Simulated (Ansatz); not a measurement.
# C2H7NSSi: the cost of one run

Method: RKS PBE0-D4/STO-3G, in Ansatz 0.2.0.

**1. The starting structure**

Bond lengths: C1–C2 1.455 Å, C2–N3 1.306 Å, C2–S4 1.754 Å, S4–Si5 2.065 Å, C1–H6 1.094 Å, C1–H7 1.134 Å, C1–H8 1.125 Å, N3–H9 1.020 Å, Si5–H10 1.446 Å, Si5–H11 1.502 Å, Si5–H12 1.507 Å. Angles (14 of 17 angles, heavy atoms first): C1–C2–N3 122.8°, C1–C2–S4 117.6°, N3–C2–S4 119.5°, C2–S4–Si5 104.9°, C2–C1–H6 115.6°, C2–C1–H7 109.2°, C2–C1–H8 113.1°, C2–N3–H9 103.0°, S4–Si5–H10 110.2°, S4–Si5–H11 108.1°, S4–Si5–H12 109.5°, H6–C1–H7 104.1°, H6–C1–H8 109.2°, H7–C1–H8 104.6°.

Coordinates:

```xyz
12

C    -1.0718    1.2067   -0.1169
C    -0.9706   -0.1926   -0.5035
N    -1.3344   -0.6302   -1.6790
S    -0.2557   -1.3041    0.6498
Si    1.7165   -0.7123    0.8043
H    -1.2173    1.3933    0.9517
H    -1.9874    1.6631   -0.6050
H    -0.2121    1.8303   -0.4886
H    -1.1236   -1.6272   -1.6275
H     2.3859   -0.8697   -0.4673
H     1.7398    0.7209    1.2538
H     2.4077   -1.5335    1.8622
```

**2. Relaxing the start**

Contents of input.yaml:

```yaml
crystal:
  periodic: [false, false, false]
  atoms:
    - { symbol: C, position_ang: [-1.0718, 1.2067, -0.1169] }
    - { symbol: C, position_ang: [-0.9706, -0.1926, -0.5035] }
    - { symbol: "N", position_ang: [-1.3344, -0.6302, -1.679] }
    - { symbol: S, position_ang: [-0.2557, -1.3041, 0.6498] }
    - { symbol: Si, position_ang: [1.7165, -0.7123, 0.8043] }
    - { symbol: H, position_ang: [-1.2173, 1.3933, 0.9517] }
    - { symbol: H, position_ang: [-1.9874, 1.6631, -0.605] }
    - { symbol: H, position_ang: [-0.2121, 1.8303, -0.4886] }
    - { symbol: H, position_ang: [-1.1236, -1.6272, -1.6275] }
    - { symbol: H, position_ang: [2.3859, -0.8697, -0.4673] }
    - { symbol: H, position_ang: [1.7398, 0.7209, 1.2538] }
    - { symbol: H, position_ang: [2.4077, -1.5335, 1.8622] }
basis:
  gaussian: { orbitals: STO-3G }
hamiltonian:
  xc: pbe0
  dispersion: d4
relax:
  f_tol: 0.02
  max_steps: 40
scf:
  lower_state_search: "off"
output:
  orbitals: {}
```

The run is started by

```console
$ ansatz run input.yaml --threads 1 --pin off --max-ram 2048MiB --backend cpu --events-out ev --progress --plain --runs-dir out
```

Q: Estimate wall time and peak memory on 1 thread of Arm Neoverse V2, shared host.

About 46 s, with a peak of 0.14 GiB.
